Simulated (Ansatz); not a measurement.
# C₂H₄Br₂: up Jacob's ladder to CCSD(T)

An exercise on one series of results from a longer session: the logs are not shown, and one member is left open.

The runs use Ansatz 0.2.0, Gaussian basis; functionals in def2-TZVPP, the program's frozen cores in correlated methods.

The runs, in order: PBE-D4, r2SCAN-D4, PBE0-D4, B3LYP-D4, ωB97X-V, ωB97M-V, B2PLYP; CCSD(T)/def2-TZVPP; MP2/def2-QZVPP; extrapolation to the limit.

**The relaxed structure**

An earlier PBE0-D4 in a triple-zeta def2 set relaxation fixed the geometry.

SMILES `BrCCBr`, 8 atoms, charge 0, spin multiplicity 1.

Atoms are counted from 1 here; the program's logs count them from 0.

Bond lengths: Br1–C2 1.938 Å, C2–C3 1.501 Å, C2–H5 1.090 Å, C2–H6 1.088 Å, C3–Br4 1.938 Å, C3–H7 1.088 Å, C3–H8 1.090 Å. Angles: Br1–C2–C3 113.0°, Br1–C2–H5 105.8°, Br1–C2–H6 106.6°, C3–C2–H5 109.6°, C3–C2–H6 112.0°, H5–C2–H6 109.6°, C2–C3–Br4 113.0°, C2–C3–H7 112.0°, C2–C3–H8 109.6°, Br4–C3–H7 106.6°, Br4–C3–H8 105.8°, H7–C3–H8 109.6°.

Set-up of the first run:

in.yaml reads:

```yaml
crystal:
  periodic: [false, false, false]
  atoms:
    - {symbol: Br, position_ang: [-2.136858, 0.202689, -0.670805]}
    - {symbol: C, position_ang: [-0.454484, 0.602510, 0.204399]}
    - {symbol: C, position_ang: [0.638515, -0.358803, -0.161366]}
    - {symbol: Br, position_ang: [0.347434, -2.139234, 0.546840]}
    - {symbol: H, position_ang: [-0.182071, 1.607375, -0.119858]}
    - {symbol: H, position_ang: [-0.654029, 0.606064, 1.273693]}
    - {symbol: H, position_ang: [0.743675, -0.466636, -1.238647]}
    - {symbol: H, position_ang: [1.582716, -0.019565, 0.265844]}
basis:
  gaussian: {orbitals: def2-TZVPP}
hamiltonian: {xc: pbe, dispersion: d4}
output: {forces: true, orbitals: {seedname: orbitals}}
```

Run with:

```sh
$ ansatz run in.yaml --threads 4 --pin off --events-out ev --progress --plain --max-ram 10444MiB
```

Steps of the session up to this table: PBE-D4 (GGA); r2SCAN-D4 (meta-GGA); PBE0-D4 (hybrid); B3LYP-D4 (hybrid); ωB97X-V (range-separated); ωB97M-V (range-separated); B2PLYP (double hybrid); CCSD(T) in def2-TZVPP; MP2 in def2-QZVPP.

One table of the session follows, with a row left open; its other results are not shown here.

| method | atomisation energy (kcal/mol) |
| --- | --- |
| PBE-D4 | 662.6 |
| r2SCAN-D4 | 649.4 |
| PBE0-D4 | 652.2 |
| B3LYP-D4 | 643.2 |
| ωB97X-V | 645.8 |
| ωB97M-V | 645.0 |
| B2PLYP | ? |
| HF/def2-TZVPP | 468.6 |
| MP2/def2-TZVPP | 644.0 |
| CCSD/def2-TZVPP | 620.8 |
| CCSD(T)/def2-TZVPP | 631.8 |
| MP2/CBS | 661.5 |
| CCSD(T)/CBS | 649.3 |

Q: Estimate the row for B2PLYP from the others.

As computed: atomisation energy (kcal/mol): 637.5. In the column «atomisation energy (kcal/mol)» it lies between CCSD(T)/def2-TZVPP (631.8) and B3LYP-D4 (643.2).
